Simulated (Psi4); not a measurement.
# SnHBrOF (SMILES [OH][Sn]([F])[Br]): U-r2SCAN/def2-SVPD (density fitting, core potential, sweep point 3)

Aim: energy and forces of SnHBrOF. 

The calculation is run with Psi4 1.11.

6 further runs of the same task are left out: 6 set aside as unsound or not needed.

## Step 1: The molecule

SnHBrOF has 5 atoms, charge 0, and is taken as a doublet. SMILES: `[OH][Sn]([F])[Br]`. Geometry: relaxed at PBE0-D4/def2-TZVP. This is a higher conformer, about 15 kJ/mol above the lowest found by a separate search.

Bond lengths: O1–Sn2 1.960 Å, Sn2–F3 1.915 Å, Sn2–Br4 2.501 Å, O1–H5 0.963 Å. Angles: O1–Sn2–F3 101.2°, O1–Sn2–Br4 110.3°, F3–Sn2–Br4 107.8°, Sn2–O1–H5 113.2°.

## Step 2: Energy and gradient at U-r2SCAN/def2-SVPD (density fitting, core potential, sweep point 3)

Contents of brfhosn.py:

```python
import psi4

psi4.set_memory('1600 MB')
psi4.set_num_threads(1)
psi4.set_output_file('run.log', False)

m = psi4.geometry("""
0 2
O      0.362000     1.352900     0.213100
Sn    -0.203100    -0.490300     0.565500
F      1.486700    -1.353400     0.823600
Br    -1.261000    -1.479000    -1.473200
H     -0.334700     1.896100    -0.170300
symmetry c1
""")

psi4.set_options(dict(basis='def2-SVPD', reference='uks', scf_type='df', guess='gwh'))

e, wfn = psi4.gradient("R2SCAN", return_wfn=True)
print('gradient / Eh bohr^-1')
print(e.np.round(6))
print(f'energy = {wfn.energy():.10f} Eh')
for k, v in sorted(psi4.core.scalar_variables().items()):
    print(f'{k:45s} {v:18.10f}')
```

Command:

```bash
$ python brfhosn.py
```

**Question.** What will come out? Wanted: total energy; dipole moment; HOMO energy; LUMO energy; ⟨S²⟩; largest force on an atom.

Computed results:

At U-r2SCAN/def2-SVPD (density fitting, core potential, sweep point 3):

| quantity | value |
| --- | --- |
| total energy | -2963.76142 Eh |
| dipole moment | 3.21 D |
| HOMO energy (highest over α and β) | -6.89 eV |
| LUMO energy (lowest over α and β) | -5.48 eV |
| ⟨S²⟩ | 0.755 |
| largest force on an atom | 1.077 eV/Å |

**Reading.** The largest force is 1.08 eV/Å: the shape isn't a stationary point for this species at this level.
